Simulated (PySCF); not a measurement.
# Hg⁵²⁺, Tl⁵³⁺: ionisation energies with spin-orbit coupling

Wanted: the ionisation energy of these ions, up a ladder of methods.

The numbers are computed with PySCF 2.14.0 (two-component X2C-1e, generalised determinants), except any that are marked as measured or tabulated.

## 1. Starting point

* Elements: mercury (Z = 80), thallium (Z = 81)
* Basis: one for each species, given in its step
* Hamiltonian: two-component X2C-1e, Gaussian nucleus, no Breit or QED terms; spin-orbit coupling, run by run: off; screened by Boettger's factors
* Core shells frozen in the correlated runs: [Ne] (for Hg⁵²⁺)
* State 1: Hg⁵²⁺: [Ar] 3d10
* State 2: Tl⁵³⁺: [Ar] 3d10
* Needed too, but not shown: Hg⁵³⁺ [Ar] 3d9 (2D), Tl⁵⁴⁺ [Ar] 3d9 (2D)
* Methods: GHF, GMP2

The outer shells:

Hg52+ [Ar] 3d10
```
[Ar] core
3d [↑↓][↑↓][↑↓][↑↓][↑↓]
```

Tl53+ [Ar] 3d10
```
[Ar] core
3d [↑↓][↑↓][↑↓][↑↓][↑↓]
```

All steps ran in one process of a driver on top of PySCF, which takes the settings above as its task.

The integrals over 115 functions and the set-up took 0.38 s of CPU time.

## 2. Hg⁵²⁺

Basis: an even-tempered Gaussian basis (15 s from 14 bohr⁻², ratio 2.8; 13 p from 18 bohr⁻², ratio 2.8; 8 d from 18 bohr⁻², ratio 2.8; 3 f from 69 bohr⁻², ratio 3).

**GHF (spin-free)**

The program printed:

```text
cycle= 1 E= -17533.4449012464  delta_E= -1.75e+04  |FDS-SDF|= 0.0387
cycle= 2 E= -17533.4450615334  delta_E= -0.00016  |FDS-SDF|= 0.00332
cycle= 3 E= -17533.4450639009  delta_E= -2.37e-06  |FDS-SDF|= 0.000148
cycle= 4 E= -17533.4450639069  delta_E= -5.97e-09  |FDS-SDF|= 2.12e-06
```

It used 3 s of CPU time after the integrals (shared host).

Occupied spinors (without spin-orbit coupling the j labels only name the start):

```
spinor shell  electrons  mean energy (eV)  weight of the nominal j  rms radius (bohr)
       1s1/2          2          -86503.9                    1.000             0.0187
       2s1/2          2          -17826.5                    1.000             0.0754
       2p1/2          2          -15789.0                    0.631             0.0694
       2p3/2          4          -15789.0                    0.815             0.0694
       3s1/2          2           -6319.4                    1.000              0.189
       3p1/2          2           -5715.0                    0.669              0.191
       3p3/2          4           -5715.0                    0.834              0.191
       3d5/2          6           -5101.5                    0.799              0.172
       3d3/2          4           -5101.5                    0.699              0.172
```

M_J = 0, ⟨J²⟩ = 0.000, ⟨L²⟩ = 0.000, ⟨S²⟩ = 0.000.

**GMP2 (spin-free)**

The driver printed no log here.

CPU time 1.7 s on a shared host, the integrals not counted.

With 18 electrons correlated and 72 very high virtual spinors dropped, the MP2 correlation energy is -0.66374 hartree. Largest pairs: 3d3/2-3d5/2 -0.1820, 3d5/2-3d5/2 -0.1299, 3d5/2-3p3/2 -0.0660, 3d3/2-3d3/2 -0.0563, 3d3/2-3p3/2 -0.0431.

**GHF (screened spin-orbit)**

The program printed:

```text
cycle= 1 E= -17564.2384671791  delta_E= -1.76e+04  |FDS-SDF|= 0.493
cycle= 2 E= -17564.2522905413  delta_E= -0.0138  |FDS-SDF|= 0.00984
cycle= 3 E= -17564.2523083543  delta_E= -1.78e-05  |FDS-SDF|= 0.000413
cycle= 4 E= -17564.2523084018  delta_E= -4.75e-08  |FDS-SDF|= 3.09e-05
cycle= 5 E= -17564.2523084020  delta_E= -2.66e-10  |FDS-SDF|= 3.95e-07
```

CPU time 3.3 s on a shared host, the integrals not counted.

The outer occupied spinors:

```
spinor shell  electrons  mean energy (eV)  weight of the nominal j  rms radius (bohr)
       2s1/2          2          -17817.4                    1.000             0.0754
       2p1/2          2          -17203.1                    1.000             0.0638
       2p3/2          4          -15239.7                    1.000             0.0718
       3s1/2          2           -6317.0                    1.000              0.189
       3p1/2          2           -6047.8                    1.000              0.181
       3p3/2          4           -5583.4                    1.000              0.196
       3d3/2          4           -5160.9                    1.000              0.170
       3d5/2          6           -5061.2                    1.000              0.174
```

M_J = 0, ⟨J²⟩ = 0.000, ⟨L²⟩ = 0.087, ⟨S²⟩ = 0.087.

**GMP2 (screened spin-orbit)**

No log was kept for this step.

It used 0.69 s of CPU time after the integrals (shared host).

With 18 electrons correlated and 72 very high virtual spinors dropped, the MP2 correlation energy is -0.66449 hartree. Largest pairs: 3d3/2-3d5/2 -0.1829, 3d5/2-3d5/2 -0.1288, 3d5/2-3p3/2 -0.0654, 3d3/2-3d3/2 -0.0560, 3d3/2-3p3/2 -0.0447.

## 3. Tl⁵³⁺

Basis: an even-tempered Gaussian basis (15 s from 15 bohr⁻², ratio 2.8; 13 p from 19 bohr⁻², ratio 2.8; 8 d from 19 bohr⁻², ratio 2.8; 3 f from 72 bohr⁻², ratio 3).

**GHF (spin-free)**

The program printed:

```text
cycle= 1 E= -18045.3753803499  delta_E= -1.8e+04  |FDS-SDF|= 0.0412
cycle= 2 E= -18045.3755573656  delta_E= -0.000177  |FDS-SDF|= 0.00348
cycle= 3 E= -18045.3755599141  delta_E= -2.55e-06  |FDS-SDF|= 0.000153
cycle= 4 E= -18045.3755599204  delta_E= -6.26e-09  |FDS-SDF|= 2.2e-06
```

It used 2.7 s of CPU time after the integrals (shared host).

Occupied spinors (without spin-orbit coupling the j labels only name the start):

```
spinor shell  electrons  mean energy (eV)  weight of the nominal j  rms radius (bohr)
       1s1/2          2          -89041.9                    1.000             0.0184
       2s1/2          2          -18422.7                    1.000             0.0741
       2p3/2          4          -16283.5                    0.830             0.0684
       2p1/2          2          -16283.5                    0.661             0.0684
       3s1/2          2           -6545.9                    1.000              0.186
       3p3/2          4           -5914.1                    0.838              0.188
       3p1/2          2           -5914.1                    0.675              0.188
       3d3/2          4           -5282.1                    0.702              0.170
       3d5/2          6           -5282.1                    0.801              0.170
```

M_J = 0, ⟨J²⟩ = 0.000, ⟨L²⟩ = 0.000, ⟨S²⟩ = 0.000.

**GMP2 (spin-free)**

This step left no log, only its results.

CPU time 1.6 s on a shared host, the integrals not counted.

With 18 electrons correlated and 72 very high virtual spinors dropped, the MP2 correlation energy is -0.66471 hartree. Largest pairs: 3d3/2-3d5/2 -0.1819, 3d5/2-3d5/2 -0.1298, 3d5/2-3p3/2 -0.0661, 3d3/2-3d3/2 -0.0562, 3d3/2-3p3/2 -0.0432.

**GHF (screened spin-orbit)**

The program printed:

```text
cycle= 1 E= -18078.8611373909  delta_E= -1.81e+04  |FDS-SDF|= 0.516
cycle= 2 E= -18078.8758958254  delta_E= -0.0148  |FDS-SDF|= 0.0102
cycle= 3 E= -18078.8759144794  delta_E= -1.87e-05  |FDS-SDF|= 0.000433
cycle= 4 E= -18078.8759145301  delta_E= -5.07e-08  |FDS-SDF|= 3.12e-05
cycle= 5 E= -18078.8759145304  delta_E= -2.69e-10  |FDS-SDF|= 3.96e-07
```

CPU time 3.5 s on a shared host, the integrals not counted.

The outer occupied spinors:

```
spinor shell  electrons  mean energy (eV)  weight of the nominal j  rms radius (bohr)
       2s1/2          2          -18412.9                    1.000             0.0742
       2p1/2          2          -17785.8                    1.000             0.0627
       2p3/2          4          -15703.9                    1.000             0.0708
       3s1/2          2           -6543.3                    1.000              0.186
       3p1/2          2           -6268.9                    1.000              0.177
       3p3/2          4           -5774.6                    1.000              0.193
       3d3/2          4           -5345.2                    1.000              0.167
       3d5/2          6           -5239.4                    1.000              0.171
```

M_J = 0, ⟨J²⟩ = 0.000, ⟨L²⟩ = 0.093, ⟨S²⟩ = 0.093.

**GMP2 (screened spin-orbit)**

The driver printed no log here.

CPU time 0.64 s on a shared host, the integrals not counted.

With 18 electrons correlated and 72 very high virtual spinors dropped, the MP2 correlation energy is -0.66546 hartree. Largest pairs: 3d3/2-3d5/2 -0.1827, 3d5/2-3d5/2 -0.1287, 3d5/2-3p3/2 -0.0656, 3d3/2-3d3/2 -0.0560, 3d3/2-3p3/2 -0.0448.

## 4. The energy differences

Ionisation energy: Hg⁵²⁺ [Ar] 3d10 → Hg⁵³⁺ [Ar] 3d9 [3d3/2^4 3d5/2^5, M_J = 5/2].

```
                    method  value (eV)  less the reference (eV)
           GHF (spin-free)      5097.4                    +42.4
          GMP2 (spin-free)      5098.8                    +43.8
 GHF (screened spin-orbit)      5057.3                     +2.3
GMP2 (screened spin-orbit)      5058.6                     +3.6
```

Reference: 5055 ± 4 eV (theoretical estimate listed by NIST; NIST Atomic Spectra Database, ionization energies). For this ion Breit and QED terms and the two-electron picture change, all absent here, are large against electron correlation. The spin-free rows have the spin-orbit operator switched off.

Ionisation energy: Tl⁵³⁺ [Ar] 3d10 → Tl⁵⁴⁺ [Ar] 3d9 [3d3/2^4 3d5/2^5, M_J = 5/2].

```
                    method  value (eV)  less the reference (eV)
           GHF (spin-free)      5278.0                    +44.0
          GMP2 (spin-free)      5279.4                    +45.4
 GHF (screened spin-orbit)      5235.4                     +1.4
GMP2 (screened spin-orbit)      5236.8                     +2.8
```

Reference: 5234 ± 5 eV (theoretical estimate listed by NIST; NIST Atomic Spectra Database, ionization energies). For this ion Breit and QED terms and the two-electron picture change, all absent here, are large against electron correlation. The spin-free rows have the spin-orbit operator switched off.

The differences also use runs on Hg⁵³⁺ [Ar] 3d9 (2D), Tl⁵⁴⁺ [Ar] 3d9 (2D), which are not shown here.

## 5. Outcome

| quantity | value |
| --- | --- |
| ionisation energy, Hg⁵²⁺ | GHF (spin-free) 5097.4, GMP2 (screened spin-orbit) 5058.6 eV; reference 5055 ± 4 |
| ionisation energy, Tl⁵³⁺ | GHF (spin-free) 5278.0, GMP2 (screened spin-orbit) 5236.8 eV; reference 5234 ± 5 |

**Reading.** For the first difference the methods span 41.511 eV, from GHF (screened spin-orbit) (5057.3) to GMP2 (spin-free) (5098.8). The reference is uncertain or not like for like (spin-orbit coupling or other relativistic terms), so no ranking of close methods is drawn. Spin-orbit coupling moves the first difference by -40.141 eV at GMP2. All values hold for this basis alone; no basis-set limit was taken.
